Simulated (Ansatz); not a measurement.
CaMg6Ni:

```
CELL_PARAMETERS angstrom
4.89185 0.00000 0.00000
0.00000 3.12619 5.89072
0.00000 -3.12619 5.89072
ATOMIC_POSITIONS crystal
Ni 0.50000 0.63348 0.63348
Ca 0.00000 0.80666 0.80666
Mg 0.50000 0.18136 0.18136
Mg 0.50000 0.68088 0.19988
Mg 0.50000 0.19988 0.68088
Mg 0.00000 0.34114 0.34114
Mg 0.00000 0.82085 0.33575
Mg 0.00000 0.33575 0.82085
```

The cell comes from a database or a generator and needn't be the stable form of this composition.

```yaml
Program: Ansatz 0.2.0
Task: single point
Functional: PBE
Potentials_or_basis: Ansatz PAW
Cutoff: "420 eV (not typed: the program's choice for these potentials)"
k_mesh: 6 × 5 × 5
Occupations: fermi-dirac, width 0.05 eV
Spin: collinear spin, ferromagnetic start
Starting_moments: "[1.0, 0.0, 0.0, 0.0, 0.0, 0.0, 0.0, 0.0] μB"
```

On this cell: pressure 0.2 GPa; largest force 0.039 eV/Å; net moment 0.00 μB per cell; band gap on the k mesh none (metal or under the smearing width).

The same run follows on a disturbed copy (atoms moved at random, drawn with an rms of 0.05 Å):

```xyz
8
Lattice="4.8919 0.0000 0.0000 0.0000 3.1262 5.8907 0.0000 -3.1262 5.8907" Properties=species:S:1:pos:R:3 pbc="T T T"
Ni    2.4754    0.0090    7.4969
Ca   -0.0034    0.0300    9.4998
Mg    2.4575    0.0361    2.1103
Mg    2.4235    1.4856    5.2461
Mg    2.3792   -1.5296    5.1332
Mg    0.0168    0.0350    4.0148
Mg   -0.0194    1.5461    6.8168
Mg   -0.0154   -1.5013    6.7953
```

Task: What does the disturbed cell give?

Result: The energy (extrapolated to zero smearing) moves by +3.3 meV/atom; pressure 0.2 GPa; largest force 0.309 eV/Å; net moment 0.00 μB per cell; band gap on the k mesh none (metal or under the smearing width).

Forces in eV/Å, atoms in the order of the input:
```
Ni  -0.041 -0.034 -0.104
Ca  -0.082 -0.135 -0.048
Mg  -0.046  0.019  0.106
Mg   0.074  0.063 -0.135
Mg   0.276  0.060  0.125
Mg  -0.135 -0.028  0.009
Mg   0.029  0.007  0.033
Mg  -0.075  0.048  0.013
```

Stress tensor (GPa, compression positive):
```
0.14 0.00 0.04
0.00 0.31 0.03
0.04 0.03 0.20
```

Caveats: the starting moments weren't kept.
